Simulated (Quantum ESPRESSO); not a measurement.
# BiTe (R-3m) in Quantum ESPRESSO: further runs, part 4 of 4

Quantum ESPRESSO 7.5. The steps go on from the part before.

**6. Phonons, PBE+D3(BJ)**

pw.in reads:

```
&CONTROL
  calculation = 'scf'
  prefix = 'pwscf'
  outdir = './tmp'
  pseudo_dir = './pseudo'
  tprnfor = .true.
  tstress = .true.
  disk_io = 'low'
/
&SYSTEM
  ibrav = 0
  celldm(1) = 8
  nat = 2
  ntyp = 2
  ecutwfc = 45
  ecutrho = 360
  nbnd = 17
  occupations = 'smearing'
  smearing = 'mv'
  degauss = 0.01469973
  vdw_corr = 'grimme-d3'
  dftd3_version = 4
  dftd3_threebody = .false.
/
&ELECTRONS
  conv_thr = 4d-10
  electron_maxstep = 120
  mixing_beta = 0.5
/
ATOMIC_SPECIES
Bi   208.9804 bi_pbe_v1.uspp.F.UPF
Te   127.6000 te_pbe_v1.uspp.F.UPF
CELL_PARAMETERS alat
  0.5722817713243   0.3304070347278   0.7835966586787
 -0.5722817713243   0.3304070347278   0.7835966586787
  0.0000000000000  -0.6608140694556   0.7835966586787
ATOMIC_POSITIONS crystal
Bi     0.5000000000    0.5000000000    0.5000000000
Te     0.0000000000    0.0000000000    0.0000000000
K_POINTS automatic
5 5 5 0 0 0
```

relax.in reads:

```
&CONTROL
  calculation = 'vc-relax'
  prefix = 'pwscf'
  outdir = './tmp'
  pseudo_dir = './pseudo'
  tprnfor = .true.
  tstress = .true.
  disk_io = 'low'
  nstep = 40
  forc_conv_thr = 0.0001
  etot_conv_thr = 1d-06
/
&SYSTEM
  ibrav = 0
  celldm(1) = 8
  nat = 2
  ntyp = 2
  ecutwfc = 45
  ecutrho = 360
  nbnd = 17
  occupations = 'smearing'
  smearing = 'mv'
  degauss = 0.01469973
  vdw_corr = 'grimme-d3'
  dftd3_version = 4
  dftd3_threebody = .false.
/
&ELECTRONS
  conv_thr = 4d-10
  electron_maxstep = 120
  mixing_beta = 0.5
/
&IONS
  ion_dynamics = 'bfgs'
/
&CELL
  cell_dynamics = 'bfgs'
  press = 0
  press_conv_thr = 0.2
/
ATOMIC_SPECIES
Bi   208.9804 bi_pbe_v1.uspp.F.UPF
Te   127.6000 te_pbe_v1.uspp.F.UPF
CELL_PARAMETERS alat
  0.5722817713243   0.3304070347278   0.7835966586787
 -0.5722817713243   0.3304070347278   0.7835966586787
  0.0000000000000  -0.6608140694556   0.7835966586787
ATOMIC_POSITIONS crystal
Bi     0.5000000000    0.5000000000    0.5000000000
Te     0.0000000000    0.0000000000    0.0000000000
K_POINTS automatic
5 5 5 0 0 0
```

scf2.in reads:

```
&CONTROL
  calculation = 'scf'
  prefix = 'pwscf'
  outdir = './tmp'
  pseudo_dir = './pseudo'
  tprnfor = .true.
  tstress = .true.
  disk_io = 'low'
/
&SYSTEM
  ibrav = 0
  celldm(1) = 8
  nat = 2
  ntyp = 2
  ecutwfc = 45
  ecutrho = 360
  nbnd = 17
  occupations = 'smearing'
  smearing = 'mv'
  degauss = 0.01469973
  vdw_corr = 'grimme-d3'
  dftd3_version = 4
  dftd3_threebody = .false.
/
&ELECTRONS
  conv_thr = 1d-13
  electron_maxstep = 120
  mixing_beta = 0.5
  startingpot = 'file'
  startingwfc = 'file'
/
ATOMIC_SPECIES
Bi   208.9804 bi_pbe_v1.uspp.F.UPF
Te   127.6000 te_pbe_v1.uspp.F.UPF
CELL_PARAMETERS alat
  0.5703944093684   0.3293173657971   0.7384218086315
 -0.5703944093684   0.3293173657971   0.7384218086315
 -0.0000000000000  -0.6586347315823   0.7384218086368
ATOMIC_POSITIONS crystal
Bi     0.5000000000    0.5000000000    0.5000000000
Te     0.0000000000    0.0000000000    0.0000000000
K_POINTS automatic
5 5 5 0 0 0
```

d3hess.in reads:

```
&INPUT
  prefix = 'pwscf'
  outdir = './tmp'
  step = 0.001
/
```

ph.in reads:

```
phonons of BiTe
&INPUTPH
  prefix = 'pwscf'
  outdir = './tmp'
  tr2_ph = 1d-18
  fildyn = 'dyn'
  niter_ph = 90
  alpha_mix(1) = 0.4
/
0.0000000000 0.0000000000 0.0000000000
```

dynmat.in reads:

```
&INPUT
  fildyn = 'dyn'
  asr = 'crystal'
  filout = 'dynmat.disp'
  fileig = 'dynmat.eig'
/
```

Potentials or basis: GBRV 1.5 PBE.

The run is started by

```sh
$ OMP_NUM_THREADS=1 pw.x -in pw.in > pw.out
$ OMP_NUM_THREADS=1 pw.x -in relax.in > relax.out
$ OMP_NUM_THREADS=1 pw.x -in scf2.in > scf2.out
$ OMP_NUM_THREADS=1 d3hess.x -in d3hess.in > d3hess.out
$ OMP_NUM_THREADS=1 ph.x -in ph.in > ph.out
$ OMP_NUM_THREADS=1 dynmat.x -in dynmat.in > dynmat.out
```

pw.out:

```text
This program is part of the open-source Quantum ESPRESSO suite
     for quantum simulation of materials; please cite
[... 9 lines left out ...]
     --------------------
     sticks:   dense  smooth     PW     G-vecs:    dense   smooth      PW
     Sum        1779     895    265                52429    18591    3069

     Using Slab Decomposition

     bravais-lattice index     =            0
     lattice parameter (alat)  =       8.0000  a.u.
     unit-cell volume          =     455.1693 (a.u.)^3
     number of atoms/cell      =            2
     number of atomic types    =            2
     number of electrons       =        21.00
     number of Kohn-Sham states=           17
     kinetic-energy cutoff     =      45.0000  Ry
     charge density cutoff     =     360.0000  Ry
     scf convergence threshold =      4.0E-10
     mixing beta               =       0.5000
     number of iterations used =            8  plain     mixing
     Exchange-correlation= SLA  PW   PBE  PBE
                           (   1   4   3   4   0   0   0)
[... 290 lines left out ...]
    18.4133

          k =-0.0000-0.0000 0.5105 (  2303 PWs)   bands (ev):
[... 7 lines left out ...]
   -14.7154 -14.7127 -14.7057 -14.6974 -14.6966  -2.7353  -2.2814   4.1734
     5.4363   5.5965   8.1881   8.4092  10.2286  15.2709  15.8001  16.4738
    19.0861

     the Fermi energy is     8.4508 ev

!    total energy              =    -211.85116003 Ry
     estimated scf accuracy    <          4.5E-11 Ry
     smearing contrib. (-TS)   =      -0.00000465 Ry
     internal energy E=F+TS    =    -211.85115538 Ry

     The total energy is F=E-TS. E is the sum of the following terms:
     one-electron contribution =     -60.03179081 Ry
     hartree contribution      =      41.41861421 Ry
     xc contribution           =     -79.01589090 Ry
     ewald contribution        =    -114.15543401 Ry
     DFT-D3 Dispersion         =      -0.06665388 Ry

     convergence has been achieved in   9 iterations

     negative rho (up, down):  4.210E-02 0.000E+00

     Forces acting on atoms (cartesian axes, Ry/au):

     atom    1 type  1   force =     0.00000000   -0.00000000    0.00000000
     atom    2 type  2   force =     0.00000000    0.00000000    0.00000000

     Total force =     0.000000     Total SCF correction =     0.000000

     Computing stress (Cartesian axis) and pressure

     negative rho (up, down):  4.210E-02 0.000E+00
          total   stress  (Ry/bohr**3)                   (kbar)     P=      -25.99
  -0.00017345  -0.00000000   0.00000000          -25.52       -0.00        0.00
  -0.00000000  -0.00017345  -0.00000000           -0.00      -25.52       -0.00
   0.00000000  -0.00000000  -0.00018304            0.00       -0.00      -26.93

=------------------------------------------------------------------------------=
   JOB DONE.
=------------------------------------------------------------------------------=
```

relax.out:

```text
This program is part of the open-source Quantum ESPRESSO suite
     for quantum simulation of materials; please cite
[... 9 lines left out ...]
     --------------------
     sticks:   dense  smooth     PW     G-vecs:    dense   smooth      PW
     Sum        1779     895    265                52429    18591    3069
[... 638 lines left out ...]
  -0.00000248  -0.00000000   0.00000000           -0.37       -0.00        0.00
   0.00000000  -0.00000248   0.00000000            0.00       -0.37        0.00
  -0.00000000   0.00000000  -0.00000551           -0.00        0.00       -0.81

=------------------------------------------------------------------------------=
   JOB DONE.
=------------------------------------------------------------------------------=
```

Run time: 7.7 min. Hardware: 1 thread of Arm Neoverse V1, shared host; peak memory 0.23 GiB.

What came out:

```
Free energy                            : -2882.4196 eV
Relaxed volume                         : 31.57 Å³/atom
Relaxed cell                           : a = 4.189 Å, b = 4.189 Å, c = 4.189 Å, α = 70.40°, β = 70.40°, γ = 70.40°
Space group after relaxing (to 0.05 Å) : R-3m (No. 166)
Pressure after relaxing                : -0.1 GPa
Band gap on the k mesh                 : none (metal or under the smearing width)
Highest phonon frequency at Γ          : 103 cm⁻¹
```

Step by step:
```csv
step,energy change (eV),largest force (eV/Å),pressure (GPa),volume (Å³)
1,0.0000,0.0000,-2.60,67.45
2,-0.0128,0.0000,-2.00,66.56
3,-0.0249,0.0000,-1.12,65.34
4,-0.0307,0.0000,0.14,63.77
5,-0.0313,0.0000,0.10,63.78
6,-0.0318,0.0000,0.08,63.78
7,-0.0326,0.0000,0.07,63.74
8,-0.0336,0.0000,0.07,63.69
9,-0.0350,0.0000,0.06,63.60
10,-0.0368,0.0000,0.06,63.46
11,-0.0386,0.0000,0.05,63.27
12,-0.0390,0.0000,0.02,63.11
13,-0.0390,0.0000,0.00,63.14
```

Final structure:
```yaml
crystal:
  lattice:
    - [2.41472, 1.39414, 3.12605]
    - [-2.41472, 1.39414, 3.12605]
    - [0.00000, -2.78828, 3.12605]
  atoms:
    - { symbol: Bi, position: [0.50000, 0.50000, 0.50000] }
    - { symbol: Te, position: [0.00000, 0.00000, 0.00000] }
```

Phonon frequencies in cm⁻¹ (negative: imaginary):
```tsv
q point	frequencies
(0.000, 0.000, 0.000)	-1 -1 -1 98 103 103
```

Optical modes at Γ, degenerate ones joined:
| cm⁻¹ | components | symmetry | active in |
| --- | --- | --- | --- |
| 98 | 1 | A2u | IR |
| 103 | 2 | Eu | IR |

Caveat: the k mesh is coarse; the mesh is thin for the phonons of a metal; spin-orbit coupling is left out, which moves the levels of the heavy elements; pairwise dispersion overbinds metals, which lowers pressure and volume.

**7. Overview**

```tsv
level	potentials or basis	k mesh	cutoff (eV)	gap on the mesh (eV)	pressure (GPa)
PBE	Ansatz NC SR PBE	6 × 6 × 6	1116	none	-0.1
PBE	PseudoDojo 0.4.1 SR PBE standard	6 × 6 × 6	1088	none	0.0
PBE	GBRV 1.5 PBE	5 × 5 × 5	612	none	0.0
PBE+D2	GBRV 1.5 PBE	5 × 5 × 5	612	none	0.0
PBE+D3(BJ)	GBRV 1.5 PBE	5 × 5 × 5	612	none	-0.1
```

Alike in all rows: task phonons; no spin polarisation; cell relaxed; smearing cold 0.2 eV.

Caveats: the mesh is thin for the phonons of a metal; spin-orbit coupling is left out, which moves the levels of the heavy elements; pairwise dispersion overbinds metals, which lowers pressure and volume (some runs).

Total energies depend on the potentials used, so only differences within one code and one set of settings carry meaning.
